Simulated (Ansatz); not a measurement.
# BrClH2OSi: the cost of one run

Computed with Ansatz 0.2.0. Level: RKS B3LYP-D4/def2-SVP.

### Step 1. Reference run: BrClH2OSi, relaxed

Input file input.yaml:

```yaml
crystal:
  periodic: [false, false, false]
  atoms:
    - { symbol: Si, position_ang: [-0.272753, -0.463015, 0.195444] }
    - { symbol: Br, position_ang: [-0.15399, 1.908087, -1.090756] }
    - { symbol: O, position_ang: [1.347559, -0.489476, 0.01671] }
    - { symbol: H, position_ang: [1.286948, 0.627241, -0.585501] }
    - { symbol: H, position_ang: [-1.171385, -1.332429, -0.616756] }
    - { symbol: Cl, position_ang: [-1.036379, -0.250408, 2.080759] }
basis:
  gaussian: { orbitals: def2-SVP }
hamiltonian:
  xc: { name: B3LYP }
  dispersion: d4
output:
  forces: true
relax:
  f_tol: 0.02
  max_steps: 120
  constraints: [{ distance: [1, 3] }, { distance: [0, 1] }, { distance: [2, 3] }]
  escape_saddle: false
```

Run with:

```
$ ansatz run input.yaml --threads 1 --pin off --max-ram 2560MiB --backend cpu --events-out ev --progress --plain --runs-dir out
```

Q: Estimate wall time and peak memory on 1 thread of Arm Neoverse V2, shared host.

About 20 s, with a peak of 0.2 GiB.
